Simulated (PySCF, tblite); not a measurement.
**C5H8O2: a rotation path, then NMR shifts on frames**

How do NMR shifts of C5H8O2 (`CC[C@H]1OCC1=O`) change as the atoms move?

The runs use tblite 0.8.0 and PySCF 2.14.0, with density-fitted response routines of our own; the level of theory stands in each step. All values are computed, except where a source is named. Atoms count from 0, in the outputs and in this text.

## 1. The molecule as given

15 atoms, charge 0, multiplicity 1; geometry from: GFN2-xTB.

Bonds of the start (Å): C0–C1 1.52, C1–C2 1.53, C2–O3 1.44, O3–C4 1.43, C4–C5 1.51, C5–O6 1.19, C5–C2 1.51, C0–H7 1.09, C0–H8 1.09, C0–H9 1.09, C1–H10 1.09, C1–H11 1.09, C2–H12 1.10, C4–H13 1.09, C4–H14 1.09.

## 2. The rotation path with GFN2-xTB

Job settings and geometry (Å):

```
{"job": {"kind": "neb", "xc": "GFN2-xTB", "basis": "xTB", "atoms": [0, 1, 2, 3], "turn": 120}, "charge": 0, "multiplicity": 1}
C     -2.069834     0.066670    -0.037975
C     -0.805648    -0.337159    -0.784959
C      0.343791    -0.587243     0.188120
O      1.602575    -0.887714    -0.442547
C      2.248999     0.261219     0.111564
C      0.965404     0.647303     0.808279
O      0.600238     1.544127     1.506150
H     -2.872796     0.263513    -0.743283
H     -2.388922    -0.726341     0.634765
H     -1.892905     0.965679     0.547305
H     -0.969750    -1.250252    -1.359825
H     -0.511931     0.450330    -1.482189
H      0.068815    -1.362145     0.913544
H      3.079970    -0.001508     0.772068
H      2.597581     0.961511    -0.652928
```

Method: GFN2-xTB climbing-image nudged elastic band, gas phase.

Started as:

```sh
> OMP_NUM_THREADS=1 python probes_run.py task.json out
```

The driver reads the jobs from task.json and runs them one after another.

What it wrote:

```text
image   E - E0 / eV
  0       0.0000
  1       0.0193
  2       0.0626
  3       0.0992
  4       0.1117
  5       0.0988
  6       0.0684
  7       0.0331
  8       0.0117
```

Run time: 2.8 s. Hardware: 1 thread of Arm Neoverse V1, shared host; peak memory 0.18 GiB.

The final band, with the dihedral C0–C1–C2–O3:

| image | dihedral (°) | energy (eV) | energy (kcal/mol) |
| --- | --- | --- | --- |
| 0 | -176 | 0.000 | 0.0 |
| 1 | -161 | 0.019 | 0.4 |
| 2 | -146 | 0.063 | 1.4 |
| 3 | -131 | 0.099 | 2.3 |
| 4 | -115 | 0.112 | 2.6 |
| 5 | -100 | 0.099 | 2.3 |
| 6 | -84 | 0.068 | 1.6 |
| 7 | -70 | 0.033 | 0.8 |
| 8 | -55 | 0.012 | 0.3 |

## 3. Nuclear shieldings: image 0, PBE0/pcSseg-1

Job settings and geometry (Å):

```
{"job": {"kind": "nmr", "xc": "PBE0", "basis": "pcSseg-1", "pop": false}, "charge": 0, "multiplicity": 1}
C     -2.069800     0.066700    -0.038000
C     -0.805600    -0.337200    -0.785000
C      0.343800    -0.587200     0.188100
O      1.602600    -0.887700    -0.442500
C      2.249000     0.261200     0.111600
C      0.965400     0.647300     0.808300
O      0.600200     1.544100     1.506200
H     -2.872800     0.263500    -0.743300
H     -2.388900    -0.726300     0.634800
H     -1.892900     0.965700     0.547300
H     -0.969800    -1.250300    -1.359800
H     -0.511900     0.450300    -1.482200
H      0.068800    -1.362100     0.913500
H      3.080000    -0.001500     0.772100
H      2.597600     0.961500    -0.652900
```

Method: GIAO PBE0/pcSseg-1 NMR shielding, non-relativistic, gas phase.

What it wrote:

```text
coarse grid: 12568 points
cycle   1  E = -345.0974370910  dE =  1.102e+00  |g| = 9.113e-01  |ddm| = 3.395e+00
cycle   2  E = -344.6533511926  dE =  4.441e-01  |g| = 1.792e+00  |ddm| = 2.101e+00
cycle   3  E = -345.2484180679  dE = -5.951e-01  |g| = 2.017e-01  |ddm| = 1.544e+00
cycle   4  E = -345.2558314321  dE = -7.413e-03  |g| = 8.987e-02  |ddm| = 2.260e-01
cycle   5  E = -345.2571468880  dE = -1.315e-03  |g| = 2.426e-02  |ddm| = 7.509e-02
cycle   6  E = -345.2572635795  dE = -1.167e-04  |g| = 5.963e-03  |ddm| = 2.050e-02
cycle   7  E = -345.2572706044  dE = -7.025e-06  |g| = 1.358e-03  |ddm| = 5.147e-03
final grid: 121432 points
cycle   8  E = -345.3212060791  dE = -8.339e-06  |g| = 1.647e-02  |ddm| = 2.661e-02
cycle   9  E = -345.3210865785  dE =  1.195e-04  |g| = 3.037e-02  |ddm| = 3.069e-02
cycle  10  E = -345.3212557208  dE = -1.691e-04  |g| = 3.042e-03  |ddm| = 2.093e-02
cycle  11  E = -345.3212575084  dE = -1.788e-06  |g| = 4.276e-04  |ddm| = 2.265e-03
cycle  12  E = -345.3212575379  dE = -2.954e-08  |g| = 1.611e-04  |ddm| = 4.696e-04
cycle  13  E = -345.3212575432  dE = -5.265e-09  |g| = 2.346e-05  |ddm| = 1.417e-04
cycle  14  E = -345.3212575433  dE = -1.146e-10  |g| = 8.517e-06  |ddm| = 2.768e-05
converged SCF energy = -345.3212575433

GIAO shielding tensors (ppm)
atom      isotropic    diamagn.    paramagn.     s11        s22        s33       span
  0 C      177.512     248.201     -70.689    170.570    174.639    187.328     16.758
  1 C      156.630     247.112     -90.482    138.595    159.800    171.494     32.900
  2 C       80.052     253.130    -173.078     33.075     77.373    129.707     96.631
  3 O      316.385     398.516     -82.130    278.257    288.880    382.020    103.763
  4 C       96.153     253.816    -157.663     48.495     94.664    145.301     96.805
  5 C      -28.455     249.160    -277.615   -110.478    -64.062     89.174    199.652
  6 O     -314.453     399.720    -714.173   -863.131   -395.228    314.999   1178.130
  7 H       30.645      28.444       2.201     26.114     27.970     37.852     11.738
  8 H       30.988      30.022       0.967     26.926     28.714     37.324     10.398
  9 H       30.338      30.792      -0.454     24.993     29.555     36.465     11.472
 10 H       29.744      30.499      -0.755     25.150     28.974     35.107      9.957
 11 H       29.900      31.543      -1.643     26.259     29.512     33.928      7.669
 12 H       26.426      32.087      -5.662     23.175     26.360     29.743      6.568
 13 H       26.268      28.344      -2.077     22.922     24.756     31.124      8.202
 14 H       26.307      29.310      -3.003     23.102     24.446     31.373      8.271
```

It took 17 s on 1 thread of Arm Neoverse V1, shared host; peak memory 0.73 GiB.

Shifts follow as δ = σ(reference) − σ, with reference shieldings (ppm) from runs at the same level and on the same kind of geometry: 1H TMS 31.72, 13C TMS 186.9, 17O H2O 336.1. The references are single molecules in the gas phase, so shifts against H2O, NH3, PH3, H3PO4 or CFCl3 are not on the usual liquid scales and can be off by tens of ppm. Each atom is listed at this fixed geometry, with no averaging over motion; a spectrum would average atoms that exchange fast.

| atoms | environment | σ (ppm) | δ (ppm) |
| --- | --- | --- | --- |
| C5 | ketone carbonyl carbon | -28.5 | 215.4 |
| C2 | sp3 CH bonded to O, α to a carbonyl | 80.1 | 106.9 |
| C4 | sp3 CH2 bonded to O, α to a carbonyl | 96.2 | 90.8 |
| C1 | sp3 CH2 | 156.6 | 30.3 |
| C0 | methyl carbon | 177.5 | 9.4 |
| H13 | hydrogen on an sp3 CH2 bonded to O, α to a carbonyl | 26.27 | 5.45 |
| H14 | hydrogen on an sp3 CH2 bonded to O, α to a carbonyl | 26.31 | 5.41 |
| H12 | hydrogen on an sp3 CH bonded to O, α to a carbonyl | 26.43 | 5.29 |
| H10 | hydrogen on an sp3 CH2 | 29.74 | 1.97 |
| H11 | hydrogen on an sp3 CH2 | 29.90 | 1.82 |
| H9 | hydrogen on a methyl carbon | 30.34 | 1.38 |
| H7 | hydrogen on a methyl carbon | 30.65 | 1.07 |
| H8 | hydrogen on a methyl carbon | 30.99 | 0.73 |
| O6 | ketone oxygen | -314.5 | 650.5 |
| O3 | ether oxygen | 316.4 | 19.7 |

Ring of atoms C2, O3, C4, C5: NICS(0) 6.4, NICS(1) 0.5, NICS(1)zz 0.9 ppm (means of both faces).

## 4. Nuclear shieldings: image 2, PBE0/pcSseg-1

Job settings and geometry (Å):

```
{"job": {"kind": "nmr", "xc": "PBE0", "basis": "pcSseg-1", "pop": false}, "charge": 0, "multiplicity": 1}
C     -1.929400     0.264900    -0.078600
C     -0.836100    -0.520200    -0.792900
C      0.385100    -0.726900     0.108000
O      1.646400    -0.719900    -0.588400
C      2.141700     0.402900     0.145300
C      0.853300     0.459700     0.928700
O      0.412600     1.134400     1.809200
H     -2.785100     0.397000    -0.734900
H     -2.251700    -0.257700     0.818500
H     -1.568500     1.247200     0.214200
H     -1.216700    -1.492200    -1.111700
H     -0.508100     0.017300    -1.684300
H      0.277500    -1.637300     0.709400
H      3.037000     0.168300     0.727000
H      2.337700     1.270500    -0.491400
```

Method: GIAO PBE0/pcSseg-1 NMR shielding, non-relativistic, gas phase.

What it wrote:

```text
coarse grid: 12568 points
cycle   1  E = -345.0914246741  dE =  1.105e+00  |g| = 9.135e-01  |ddm| = 3.405e+00
cycle   2  E = -344.6448958314  dE =  4.465e-01  |g| = 1.797e+00  |ddm| = 2.088e+00
cycle   3  E = -345.2431829185  dE = -5.983e-01  |g| = 2.031e-01  |ddm| = 1.535e+00
cycle   4  E = -345.2506863057  dE = -7.503e-03  |g| = 9.081e-02  |ddm| = 2.255e-01
cycle   5  E = -345.2520345556  dE = -1.348e-03  |g| = 2.422e-02  |ddm| = 7.409e-02
cycle   6  E = -345.2521503040  dE = -1.157e-04  |g| = 6.080e-03  |ddm| = 2.021e-02
cycle   7  E = -345.2521576367  dE = -7.333e-06  |g| = 1.321e-03  |ddm| = 5.248e-03
final grid: 121432 points
cycle   8  E = -345.3167734682  dE = -1.140e-05  |g| = 1.627e-02  |ddm| = 2.595e-02
cycle   9  E = -345.3166578336  dE =  1.156e-04  |g| = 2.991e-02  |ddm| = 2.955e-02
cycle  10  E = -345.3168218944  dE = -1.641e-04  |g| = 3.037e-03  |ddm| = 2.025e-02
cycle  11  E = -345.3168236567  dE = -1.762e-06  |g| = 4.328e-04  |ddm| = 2.237e-03
cycle  12  E = -345.3168236865  dE = -2.986e-08  |g| = 1.673e-04  |ddm| = 4.672e-04
cycle  13  E = -345.3168236922  dE = -5.713e-09  |g| = 2.356e-05  |ddm| = 1.460e-04
cycle  14  E = -345.3168236924  dE = -1.135e-10  |g| = 8.257e-06  |ddm| = 2.746e-05
converged SCF energy = -345.3168236924

GIAO shielding tensors (ppm)
atom      isotropic    diamagn.    paramagn.     s11        s22        s33       span
  0 C      176.757     248.116     -71.360    169.231    178.387    182.651     13.421
  1 C      155.310     247.023     -91.713    131.967    160.423    173.539     41.572
  2 C       81.334     253.474    -172.140     32.304     82.575    129.122     96.818
  3 O      309.953     398.414     -88.461    263.964    288.233    377.660    113.696
  4 C       95.237     253.826    -158.590     46.373     95.476    143.860     97.487
  5 C      -28.524     248.995    -277.519   -109.453    -65.175     89.056    198.509
  6 O     -332.132     400.124    -732.255   -905.414   -402.282    311.301   1216.715
  7 H       30.734      28.492       2.242     26.140     28.082     37.979     11.839
  8 H       30.759      30.327       0.432     26.879     28.452     36.946     10.067
  9 H       30.417      31.135      -0.718     25.925     29.860     35.465      9.540
 10 H       29.534      30.195      -0.661     25.362     28.474     34.766      9.404
 11 H       29.716      30.956      -1.240     25.750     29.234     34.164      8.414
 12 H       26.163      31.523      -5.361     23.384     26.440     28.664      5.279
 13 H       26.302      28.333      -2.031     22.842     25.005     31.058      8.216
 14 H       26.282      29.535      -3.253     23.046     24.467     31.333      8.287
```

Wall time 17 s (1 thread of Arm Neoverse V1, shared host); peak memory 0.77 GiB.

In short: δ C5 215.4, C2 105.6, C4 91.7, C1 31.6, H12 5.55, H14 5.43 ppm.

(Part 1 of 2 ends here.)
